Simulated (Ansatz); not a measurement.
# SnH₂Cl+: one structure at several levels

The atoms stand at a structure displaced at random from a GFN2-xTB minimum. How far do the functionals agree with CCSD(T) there?

Computed with Ansatz 0.2.0, Gaussian basis. Level: single points in def2-TZVPP.

Cores are frozen in the correlated methods. Filled d shells of the heavier atoms are correlated. Core potentials replace the inner electrons past krypton, and spin-orbit coupling is left out.

**1. The system as given**

SMILES `[Cl][SnH2+]`, 4 atoms, charge 1, spin multiplicity 1.

Atoms are counted from 1 here; the program's logs count them from 0.

Bond lengths: Cl1–Sn2 2.276 Å, Sn2–H3 1.743 Å, Sn2–H4 1.820 Å. Angles: Cl1–Sn2–H3 124.2°, Cl1–Sn2–H4 130.9°, H3–Sn2–H4 104.7°.

Geometry (Å):

| atom | x (Å) | y (Å) | z (Å) |
| --- | --- | --- | --- |
| Cl1 | -2.11470 | 0.14260 | -0.72870 |
| Sn2 | 0.01730 | 0.04070 | 0.06220 |
| H3 | 0.75290 | -1.39970 | 0.71080 |
| H4 | 1.35880 | 1.27010 | 0.03120 |

**2. CCSD(T)/def2-TZVPP**

Input file run/in.yaml:

```yaml
crystal:
  periodic: [false, false, false]
  atoms:
    - {symbol: Cl, position_ang: [-2.114700, 0.142600, -0.728700]}
    - {symbol: Sn, position_ang: [0.017300, 0.040700, 0.062200]}
    - {symbol: H, position_ang: [0.752900, -1.399700, 0.710800]}
    - {symbol: H, position_ang: [1.358800, 1.270100, 0.031200]}
basis:
  gaussian: {orbitals: def2-TZVPP}
total_charge: 1
correlation: {method: ccsd_t}
output: {forces: true}
```

The command line of these runs was not kept.

The log of the run, cut to the lines that bear on the results:

```text
Functional definition: HF
  name "HF"
  cite "Fock, Z. Phys. 61, 126 (1930) doi:10.1007/BF01340294"
  parent pbe
[...]
872 factors; integrals over basis functions are off by at most 6.7e-4 eV
[...]
mean field -18333.74490639 eV, -673.7526982511 hartree, gradient 2.0e-6 eV, S^2 0.000000; 0 other end points of the search recorded, 0 dependent functions left out
9 core orbitals not correlated: weight in the atoms' cores, before any rotation towards them, 1.000 or more for the frozen orbitals, at most 0.000 for the correlated occupied ones
reference -18333.74490639 eV, -673.7526982511 hartree; 11, 11 occupied and 100, 100 virtual orbitals, 872 factors
second order -13.23527014 eV of doubles, -0.00000000 eV of singles
cycle   1  -13.42881844 eV  change   -1.9e-1 eV  update   9.0e-2
[...]
cycle  11  -13.85530877 eV  change   -4.9e-6 eV  update   5.3e-6
perturbative correction -0.48409715 eV, -0.0177902421 hartree
[...]
Total energy: -18348.08431231 eV, -674.2796616991 hartree
Atom 0 at    -2.114700     0.142600    -0.728700 Å, force     0.883125     0.045408     0.349872 eV/Å
Atom 1 at     0.017300     0.040700     0.062200 Å, force     1.347649     0.187436     0.064092 eV/Å
Atom 2 at     0.752900    -1.399700     0.710800 Å, force    -0.758623     0.359764    -0.258100 eV/Å
Atom 3 at     1.358800     1.270100     0.031200 Å, force    -1.472151    -0.592608    -0.155864 eV/Å
Dipole moment:     0.488497    -0.003064     0.191257 e Å
```

It took 19 s on 4 threads, shared host; peak memory 0.92 GiB.

**3. PBE0-D4/def2-TZVPP**

Edit run/in.yaml of step 2 so:

```diff
@@ -10,3 +10,3 @@
 total_charge: 1
-correlation: {method: ccsd_t}
-output: {forces: true}
+hamiltonian: {xc: pbe0, dispersion: d4}
+output: {forces: true, orbitals: {seedname: orbitals}}
```

The log in run was not kept; the run's report gives a total energy of -18374.971106 eV.

It took 0.75 s on 4 threads, shared host; peak memory 0.2 GiB.

**4. wB97M-V/def2-TZVPP**

Edit run/in.yaml of step 3 so:

```diff
@@ -10,3 +10,3 @@
 total_charge: 1
-hamiltonian: {xc: pbe0, dispersion: d4}
-output: {forces: true, orbitals: {seedname: orbitals}}
+hamiltonian: {xc: {name: wB97M-V}}
+output: {forces: true}
```

The log in run was not kept; the run's report gives a total energy of -18376.781253 eV.

Wall time 2.2 s (4 threads, shared host); peak memory 0.27 GiB.

**5. r2SCAN-D4/def2-TZVPP**

Edit run/in.yaml of step 4 so:

```diff
@@ -10,3 +10,3 @@
 total_charge: 1
-hamiltonian: {xc: {name: wB97M-V}}
+hamiltonian: {xc: r2scan, dispersion: d4}
 output: {forces: true}
```

The log in run was not kept; the run's report gives a total energy of -18380.238819 eV.

Wall time 1.2 s (4 threads, shared host); peak memory 0.15 GiB.

**6. PBE-D4/def2-TZVPP**

Edit run/in.yaml of step 5 so:

```diff
@@ -10,3 +10,3 @@
 total_charge: 1
-hamiltonian: {xc: r2scan, dispersion: d4}
+hamiltonian: {xc: pbe, dispersion: d4}
 output: {forces: true}
```

The log of the run, cut to the lines that bear on the results:

```text
Functional definition: PBE
  name "PBE"
  cite "Perdew, Burke & Ernzerhof, Phys. Rev. Lett. 77, 3865 (1996) doi:10.1103/PhysRevLett.77.3865"
[... 1 set-up line as earlier in the session ...]
[...]
800 factors; their error is unknown
[...]
mean field -18373.74081949 eV, -675.2225209473 hartree, gradient 4.6e-5 eV, S^2 0.000000; 0 other end points of the search recorded, 0 dependent functions left out
[...]
reference -18373.74085711 eV, -675.2225223299 hartree; 20, 20 occupied and 100, 100 virtual orbitals, 800 factors
Total energy: -18373.79744326 eV, -675.2246018325 hartree
Atom 0 at    -2.114700     0.142600    -0.728700 Å, force     0.503754     0.058049     0.205732 eV/Å
Atom 1 at     0.017300     0.040700     0.062200 Å, force     1.274503     0.245926     0.076397 eV/Å
Atom 2 at     0.752900    -1.399700     0.710800 Å, force    -0.593353     0.031655    -0.116455 eV/Å
Atom 3 at     1.358800     1.270100     0.031200 Å, force    -1.184904    -0.335630    -0.165675 eV/Å
Dipole moment:     0.455959    -0.005647     0.176275 e Å
```

Wall time 0.55 s (4 threads, shared host); peak memory 0.13 GiB.

**7. HSE06-D4/def2-TZVPP**

Edit run/in.yaml of step 6 so:

```diff
@@ -10,3 +10,3 @@
 total_charge: 1
-hamiltonian: {xc: pbe, dispersion: d4}
+hamiltonian: {xc: hse06, dispersion: d4}
 output: {forces: true}
```

The log in run was not kept; the run's report gives a total energy of -18374.720456 eV.

Run time: 0.85 s. Hardware: 4 threads, shared host; peak memory 0.21 GiB.

**8. BLYP-D4/def2-TZVPP**

Edit run/in.yaml of step 7 so:

```diff
@@ -10,3 +10,3 @@
 total_charge: 1
-hamiltonian: {xc: hse06, dispersion: d4}
+hamiltonian: {xc: {name: BLYP}, dispersion: d4}
 output: {forces: true}
```

The log in run was not kept; the run's report gives a total energy of -18377.674945 eV.

Wall time 0.65 s (4 threads, shared host); peak memory 0.13 GiB.

**9. Comparison**

| method | RMS force component (eV/Å) | RMS error against CCSD(T) (eV/Å) | angle to CCSD(T) forces (°) |
| --- | --- | --- | --- |
| CCSD(T) | 0.711 | reference | reference |
| PBE0-D4 | 0.668 | 0.070 | 4.6 |
| wB97M-V | 0.744 | 0.043 | 2.2 |
| r2SCAN-D4 | 0.658 | 0.072 | 4.0 |
| PBE-D4 | 0.570 | 0.199 | 12.7 |
| HSE06-D4 | 0.665 | 0.070 | 4.4 |
| BLYP-D4 | 0.596 | 0.303 | 24.9 |

Energy less the free neutral atoms in their ground states at the same level (atoms from separate runs):

Differences are taken before rounding.

```csv
method,rung,energy less atoms (kJ/mol),from CCSD(T) (kJ/mol)
PBE-D4,GGA,-46.2,-25.4
BLYP-D4,GGA,-41.0,-20.2
r2SCAN-D4,meta-GGA,-36.5,-15.7
PBE0-D4,hybrid,-25.0,-4.3
HSE06-D4,screened hybrid,-26.0,-5.2
wB97M-V,range-separated hybrid,-38.2,-17.4
Hartree-Fock,wavefunction,167.2,+188.0
MP2,wavefunction,1.0,+21.8
CCSD,wavefunction,-4.9,+15.9
CCSD(T),wavefunction,-20.8,0
```

Cost and force error (times from a shared host):

```
   method    time  RMS force error (eV/Å)
  CCSD(T)    19 s                       0
  PBE0-D4  0.75 s                   0.070
  wB97M-V   2.2 s                   0.043
r2SCAN-D4   1.2 s                   0.072
   PBE-D4  0.55 s                   0.199
 HSE06-D4  0.85 s                   0.070
  BLYP-D4  0.65 s                   0.303
```

**10. Summary of results**

| quantity | value |
| --- | --- |
| energy less free atoms, CCSD(T)/def2-TZVPP | -20.8 kJ/mol |
| RMS force component | 0.570 to 0.744 eV/Å over the methods |
| RMS force error | PBE0-D4 0.070, wB97M-V 0.043, r2SCAN-D4 0.072, PBE-D4 0.199, HSE06-D4 0.070, BLYP-D4 0.303 eV/Å |
| HOMO and LUMO, PBE0-D4 | -14.80 and -9.16 eV |
| T1 diagnostic | 0.015 |

What this shows: Against CCSD(T) the functionals' energies less atoms differ by -25.4 to -4.3 kJ/mol, PBE-D4 by -25.4 kJ/mol. The reference is not at the basis limit: in triple zeta CCSD(T) underbinds, which counts against methods that bind more; the gaps are no ranking. For forces wB97M-V does best and BLYP-D4 worst. Frozen-core CCSD(T) forces in triple zeta carry basis errors of their own, and this is one geometry, so small gaps rank nothing.
